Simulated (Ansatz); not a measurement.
# C₂H₁₀NSbSi: a ladder of functionals and wavefunction methods

An exercise on one series of results from a longer session: the logs are not shown, and one member is left open.

Program: Ansatz 0.2.0, Gaussian basis. Level of theory: functionals in def2-TZVPP, the program's frozen cores in correlated methods. These are calculated values, not measurements.

Plan: LDA (SPW92), PBE-D4, revPBE-D4, BLYP-D4, r2SCAN-D4, B97M-V, PBE0-D4, B3LYP-D4, r2SCANh-D4, r2SCAN0-D4, HSE06-D4, BHLYP-D4, CAM-B3LYP-D4, LC-ωPBE, ωB97X-V, ωB97M-V, B2PLYP, PBE-QIDH; CCSD(T)/def2-SVP; MP2/def2-TZVPP; MP2/def2-QZVPP; RPA on PBE.

### The relaxed structure

An earlier PBE0-D4 in a triple-zeta def2 set relaxation fixed the geometry. Sb takes the def2 core potential; no spin-orbit term is included.

SMILES `C[N](C)[SbH][SiH3]`, 15 atoms, charge 0, spin multiplicity 1.

Atoms are counted from 1 here; the program's logs count them from 0.

Bond lengths: C1–N2 1.447 Å, C1–H6 1.103 Å, C1–H7 1.093 Å, C1–H8 1.097 Å, N2–C3 1.443 Å, N2–Sb4 2.042 Å, C3–H9 1.091 Å, C3–H10 1.098 Å, C3–H11 1.103 Å, Sb4–Si5 2.579 Å, Sb4–H12 1.727 Å, Si5–H13 1.487 Å, Si5–H14 1.489 Å, Si5–H15 1.487 Å. Angles: N2–C1–H6 113.7°, N2–C1–H7 110.7°, N2–C1–H8 109.5°, H6–C1–H7 108.0°, H6–C1–H8 107.2°, H7–C1–H8 107.5°, C1–N2–C3 111.7°, C1–N2–Sb4 114.1°, C3–N2–Sb4 118.1°, N2–C3–H9 110.9°, N2–C3–H10 109.6°, N2–C3–H11 113.3°, H9–C3–H10 107.6°, H9–C3–H11 107.8°, H10–C3–H11 107.4°, N2–Sb4–Si5 96.3°, N2–Sb4–H12 98.0°, Si5–Sb4–H12 90.7° and more.

The first run:

in.yaml reads:

```yaml
crystal:
  periodic: [false, false, false]
  atoms:
    - {symbol: C, position_ang: [0.137782, 1.150092, 1.950345]}
    - {symbol: N, position_ang: [0.225761, 0.477177, 0.672196]}
    - {symbol: C, position_ang: [0.762386, -0.855963, 0.806776]}
    - {symbol: Sb, position_ang: [-1.408341, 0.741185, -0.524226]}
    - {symbol: Si, position_ang: [-0.328483, -0.168049, -2.682372]}
    - {symbol: H, position_ang: [-0.491302, 0.621763, 2.686800]}
    - {symbol: H, position_ang: [-0.261373, 2.159755, 1.828621]}
    - {symbol: H, position_ang: [1.140534, 1.241597, 2.386084]}
    - {symbol: H, position_ang: [0.901864, -1.319535, -0.171229]}
    - {symbol: H, position_ang: [1.743763, -0.809935, 1.296044]}
    - {symbol: H, position_ang: [0.124177, -1.525415, 1.408599]}
    - {symbol: H, position_ang: [-2.166900, -0.783621, -0.235075]}
    - {symbol: H, position_ang: [0.672460, 0.812695, -3.178730]}
    - {symbol: H, position_ang: [-1.409131, -0.303472, -3.697275]}
    - {symbol: H, position_ang: [0.334801, -1.489074, -2.517057]}
basis:
  gaussian: {orbitals: def2-TZVPP}
hamiltonian: {xc: lda}
output: {orbitals: {seedname: orbitals}}
```

The run is started by

```
$ ansatz run in.yaml --threads 4 --pin off --events-out ev --progress --plain --max-ram 11315MiB
```

Among the steps run: LDA; PBE-D4 (GGA); revPBE-D4 (GGA); BLYP-D4 (GGA); r2SCAN-D4 (meta-GGA); B97M-V (meta-GGA); PBE0-D4 (hybrid); B3LYP-D4 (hybrid); r2SCANh-D4 (hybrid); r2SCAN0-D4 (hybrid); HSE06-D4 (hybrid); BHLYP-D4 (hybrid); CAM-B3LYP-D4 (range-separated); LC-ωPBE (range-separated); ωB97X-V (range-separated); ωB97M-V (range-separated); B2PLYP (double hybrid); PBE-QIDH (double hybrid).

One of the session's tables, all rows but one given; the rest of the session is left out.

It belongs to the step «Orbital energies across the functionals». 

```
  functional  HOMO (eV)  gap (eV)
 LDA (SPW92)      -5.08      3.30
      PBE-D4      -4.98      3.42
   revPBE-D4      -4.94      3.48
     BLYP-D4      -4.87      3.45
   r2SCAN-D4          ?         ?
      B97M-V      -5.39      3.91
     PBE0-D4      -6.24      5.46
    B3LYP-D4      -6.03      5.07
  r2SCANh-D4      -5.69      4.61
  r2SCAN0-D4      -6.40      5.74
    HSE06-D4      -5.84      4.70
    BHLYP-D4      -7.39      7.46
CAM-B3LYP-D4      -7.55      7.76
     LC-ωPBE      -8.83     10.11
     ωB97X-V      -8.53      9.69
     ωB97M-V      -8.45      9.36
```

**Question.** Estimate the row for r2SCAN-D4.

Worked estimate for «HOMO (eV)». Against the share of exact exchange, r2SCANh-D4 (0.1, -5.69), r2SCAN0-D4 (0.25, -6.40) give a slope of -4.73 per unit share; at 0 the line stands at -5.22.

The run gave: HOMO (eV): -5.21; gap (eV): 3.85. In «HOMO (eV)» the line misses by -0.01.
